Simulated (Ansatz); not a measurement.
# SnH₃+ (singlet): from Hartree-Fock to the top rungs, def2-TZVPP

How much of the correlation energy of SnH₃+ (singlet) does each wave-function method recover here?

Program: Ansatz 0.2.0, Gaussian basis. Level of theory: def2-TZVPP, core rule «outside noble gas», up to 9 orbitals frozen. These are calculated values, not measurements.

To be run: UHF; CCSD(T) on RHF; BCCD(T) on RHF; CCSDT(Q) on RHF.

7 further runs of the same task are left out: 2 for a known fault of the program, 1 that didn't finish, 4 set aside as unsound or not needed.

### Step 1. The geometry

The geometry is a PBE0/def2-TZVP stationary point (not a proven minimum) of the parent state, kept for this charge and spin. No spin-orbit coupling is included. Elements past krypton take def2 core potentials.

4 atoms, charge 1, spin multiplicity 1.

Atoms are counted from 1 here; the program's logs count them from 0.

Bond lengths: Sn1–H2 1.715 Å, Sn1–H3 1.715 Å, Sn1–H4 1.715 Å. Angles: H2–Sn1–H3 109.7°, H2–Sn1–H4 109.7°, H3–Sn1–H4 109.7°.

### Step 2. UHF

The input, in.yaml:

```yaml
crystal:
  periodic: [false, false, false]
  atoms:
    - {symbol: Sn, position_ang: [0.000046, 0.000005, -0.014048]}
    - {symbol: H, position_ang: [1.617032, 0.013522, 0.556831]}
    - {symbol: H, position_ang: [-0.823095, 1.394937, 0.549273]}
    - {symbol: H, position_ang: [-0.799363, -1.408992, 0.548448]}
basis:
  gaussian: {orbitals: def2-TZVPP}
total_charge: 1
magnetization: {spin_polarized: true, initial_magnetization: 0}
hamiltonian: {xc: hf}
output: {orbitals: {seedname: orbitals}}
```

The run is started by

```
> ansatz run in.yaml --threads 1 --pin off --events-out ev --progress --plain --max-ram 4096MiB --backend cpu
```

The runs that follow: CCSD(T) on RHF; BCCD(T) on RHF; CCSDT(Q) on RHF.

Before running them: what should the planned runs give, taken together? Wanted: RCCSDT(Q) below the RHF energy; RMP2 from RCCSDT(Q); RCCSD from RCCSDT(Q); RCCSD(T) from RCCSDT(Q); T1 diagnostic.

**Answer**, as computed:

| quantity | value |
| --- | --- |
| RCCSDT(Q) below the RHF energy | -3.3333 eV |
| RMP2 from RCCSDT(Q) | +748.0 meV |
| RCCSD from RCCSDT(Q) | +76.7 meV |
| RCCSD(T) from RCCSDT(Q) | +16.7 meV |
| levels within 1 kcal/mol (43 meV) | RCCSD(T), BCCD(T), RCCSDT |
| T1 diagnostic | 0.011 |

**Reading.** RCCSD(T) lands +16.7 meV from the yardstick (0.5 % of the correlation energy). These misses are within one basis, not against nature.
